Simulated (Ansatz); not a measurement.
**C3H5AlO: a ladder of functionals and wavefunction methods**

How much do the methods differ for C3H5AlO? The plan is to run it at one geometry with functionals of several rungs and with coupled cluster, and see how far each lands from CCSD(T) at the basis-set limit for the atomisation energy.

The runs use Ansatz 0.2.0, Gaussian basis; functionals in def2-TZVPP, the program's frozen cores in correlated methods.

The runs, in order: LDA (SPW92), PBE-D4, revPBE-D4, BLYP-D4, r2SCAN-D4, B97M-V, PBE0-D4, B3LYP-D4, r2SCANh-D4, r2SCAN0-D4, HSE06-D4, BHLYP-D4, CAM-B3LYP-D4, LC-ωPBE, ωB97X-V, ωB97M-V, B2PLYP, PBE-QIDH; CCSD(T)/def2-SVP; CCSD(T)/def2-TZVPP; MP2/def2-QZVPP; extrapolation to the limit; RPA on PBE.

## (1) Structure used throughout

An earlier PBE0-D4 in a triple-zeta def2 set relaxation fixed the geometry.

10 atoms, charge 0, spin multiplicity 1.

Atoms are counted from 1 here; the program's logs count them from 0.

Bond lengths: C1–C2 1.484 Å, C1–H6 1.093 Å, C1–H7 1.089 Å, C1–H8 1.093 Å, C2–C3 1.358 Å, C2–O5 1.382 Å, C3–Al4 1.882 Å, C3–H9 1.078 Å, Al4–O5 1.773 Å, Al4–H10 1.577 Å. Angles: C2–C1–H6 109.5°, C2–C1–H7 111.5°, C2–C1–H8 109.5°, H6–C1–H7 109.6°, H6–C1–H8 106.9°, H7–C1–H8 109.7°, C1–C2–C3 130.6°, C1–C2–O5 114.8°, C3–C2–O5 114.7°, C2–C3–Al4 81.8°, C2–C3–H9 124.3°, Al4–C3–H9 153.9° and more.

## (2) LDA

This LDA is Slater exchange with PW92 correlation.

File in.yaml:

```yaml
crystal:
  periodic: [false, false, false]
  atoms:
    - {symbol: C, position_ang: [-1.406165, -0.625989, 0.184512]}
    - {symbol: C, position_ang: [-0.068216, -0.021638, -0.029701]}
    - {symbol: C, position_ang: [1.012327, 0.045339, 0.790179]}
    - {symbol: Al, position_ang: [1.741145, 0.952032, -0.688702]}
    - {symbol: O, position_ang: [0.108581, 0.570296, -1.265808]}
    - {symbol: H, position_ang: [-2.176367, 0.141067, 0.066523]}
    - {symbol: H, position_ang: [-1.487018, -1.077135, 1.172303]}
    - {symbol: H, position_ang: [-1.591661, -1.383360, -0.581952]}
    - {symbol: H, position_ang: [1.044929, -0.364753, 1.786483]}
    - {symbol: H, position_ang: [2.905544, 1.713041, -1.430737]}
basis:
  gaussian: {orbitals: def2-TZVPP}
hamiltonian: {xc: lda}
output: {orbitals: {seedname: orbitals}}
```

Run with:

```
> ansatz run in.yaml --threads 2 --pin off --events-out ev --progress --plain --max-ram 4352MiB
```

After this run come: PBE-D4 (GGA); revPBE-D4 (GGA); BLYP-D4 (GGA); r2SCAN-D4 (meta-GGA); B97M-V (meta-GGA); PBE0-D4 (hybrid); B3LYP-D4 (hybrid); r2SCANh-D4 (hybrid); r2SCAN0-D4 (hybrid); HSE06-D4 (hybrid); BHLYP-D4 (hybrid); CAM-B3LYP-D4 (range-separated); LC-ωPBE (range-separated); ωB97X-V (range-separated); ωB97M-V (range-separated); B2PLYP (double hybrid); PBE-QIDH (double hybrid); CCSD(T) in def2-SVP; CCSD(T) in def2-TZVPP; MP2 in def2-QZVPP; RPA on PBE orbitals.

Before running them: what should the planned runs give, taken together? Wanted: atomisation energy, CCSD(T)/CBS; farthest beyond LDA; mean size of error, GGA; mean size of error, meta-GGA; mean size of error, hybrid; mean size of error, range-separated; mean size of error, double hybrid; gap, smallest and largest; T1 diagnostic.

As calculated:

```
                               quantity                                                                                        value
        atomisation energy, CCSD(T)/CBS                                                                                    41.648 eV
    functionals within 0.208 eV (0.5 %)  revPBE-D4, BLYP-D4, B3LYP-D4, r2SCANh-D4, CAM-B3LYP-D4, LC-ωPBE, ωB97X-V, ωB97M-V, PBE-QIDH
                    farthest beyond LDA                                                                         BHLYP-D4 (-1.425 eV)
                mean size of error, GGA                                                                                     0.407 eV
           mean size of error, meta-GGA                                                                                     0.320 eV
             mean size of error, hybrid                                                                                     0.415 eV
    mean size of error, range-separated                                                                                     0.124 eV
      mean size of error, double hybrid                                                                                     0.230 eV
              gap, smallest and largest                                                         3.16 eV (BLYP-D4), 9.86 eV (LC-ωPBE)
                          T1 diagnostic                                                                                       0.0141
triples share of the correlation energy                                                                                        4.3 %
```

LDA overbinds by 6.335 eV (15 %). PBE-D4 is off by +1.097 eV. Double hybrids carry the basis error of their MP2 part in triple zeta, and no dispersion term here, so their miss is partly the set-up's. By mean error the best rung here is range-separated (0.124 eV) and the worst beyond LDA is hybrid (0.415 eV). The mean of the hybrids holds BHLYP, with half exact exchange. Misses under about 0.208 eV are within the doubt on the reference itself, which lacks core-valence correlation, relativity and higher excitations. Hartree-Fock recovers 73 % of the binding; the rest is correlation. CCSD(T) in def2-SVP is off by -2.039 eV, which most functionals beat. Orbital gaps span 3.2 to 9.9 eV; exact exchange widens them.
